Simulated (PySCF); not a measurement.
# GeBi+: from the state search to spectroscopic constants

One job finds the state of GeBi+, follows it along the bond with each method and fits the curves.

Program: PySCF 2.14.0. Level of theory: Ge cc-pVDZ-PP with ECP10, Bi cc-pVDZ-PP with ECP60, scalar-relativistic core potentials. These are calculated values, not measurements.

**1. The job**

The job is set up so:

```
atoms                         : Ge, Bi
charge                        : 1
basis                         : Ge cc-pVDZ-PP with ECP10, Bi cc-pVDZ-PP with ECP60
Hamiltonian                   : scalar-relativistic core potentials
basis functions               : 46
electrons treated             : 44
masses in u                   : 73.9212, 208.9804
levels                        : PBE0, PBE, r²SCAN, M06-2X, MN15, B3LYP, CAM-B3LYP, HF, MP2, SCS-MP2, CCSD, CCSD(T)
grid                          : 80 radial by 434 angular points
occupations                   : held fixed by the projection of orbital angular momentum
dissociation limit            : Ge + Bi+, each in its ground configuration
starting distance in angstrom : 2.720
values of 2S to try           : 0, 2, 4
```

Further steps of the session: PBE0 along the bond; Other states along the same grid; PBE; r²SCAN (meta-GGA); M06-2X (hybrid meta-GGA); MN15; B3LYP (global hybrid GGA); CAM-B3LYP (range-separated hybrid); UHF (mean field); MP2 and coupled cluster.

Q: Predict the outcome of this session. Wanted: for each run, Re; ωe; De; μ.

As calculated:

Lowest PBE0 solution found, without spin–orbit coupling: ³Σ⁻ (triplet), unpaired electrons π ↑↑. State 2 has its PBE0 minimum 0.24 eV higher, as a spin-mixed determinant (⟨S²⟩ = 1.00), so this is no gap between pure states. The other levels ran on the lowest alone.

```
      level  Re (Å)  ωe (cm⁻¹)  De (eV)  μ (D)
        UHF   2.698      187.0     1.81  -3.91
    UHF-MP2   2.661      233.3     2.86    n/a
UHF-SCS-MP2   2.677      222.8     2.69    n/a
   UHF-CCSD   2.708      200.1     2.82    n/a
UHF-CCSD(T)   2.715      199.5     2.95    n/a
        PBE   2.722      198.4     3.81  -2.65
     r²SCAN   2.689      207.1     3.55  -2.60
      B3LYP   2.714      201.5     3.55  -2.87
       PBE0   2.679      211.4     3.47  -2.79
       MN15   2.675      210.3     3.46  -3.13
     M06-2X   2.684      202.2     3.00  -3.46
  CAM-B3LYP   2.665      215.6     3.31  -2.99
```

De is counted to Ge + Bi+ in their ground configurations. A positive dipole points from Ge to Bi; in an ion it is taken about the centre of mass and does not tell which atom is negative.

Differences from CCSD(T) in the same basis:

```
      level  Re (mÅ)  ωe (%)
        UHF      -17    -6.3
    UHF-MP2      -54   +17.0
UHF-SCS-MP2      -38   +11.7
   UHF-CCSD       -7    +0.3
        PBE       +7    -0.6
     r²SCAN      -27    +3.8
      B3LYP       -1    +1.0
       PBE0      -36    +6.0
       MN15      -40    +5.4
     M06-2X      -31    +1.3
  CAM-B3LYP      -51    +8.1
```

Against CCSD(T) in the same basis, the bond length is nearest at B3LYP (-1 mÅ) and farthest at UHF-MP2 (-54 mÅ); the wavenumber is nearest at UHF-CCSD (+0.3 %) and farthest at UHF-MP2 (+17.0 %). PBE gives a bond that is too long and too soft, as GGAs tend to. CCSD(T) in a basis this small is itself some way from its limit, more so than the functionals. Of the levels with a De here, UHF gives the least (1.81 eV) and PBE the most (3.81 eV).

Correlated steps freeze 8 core orbitals. These are scalar-relativistic numbers at best; spin–orbit coupling would shift them, the dissociation energy most. With spin–orbit coupling the term label itself may not hold.
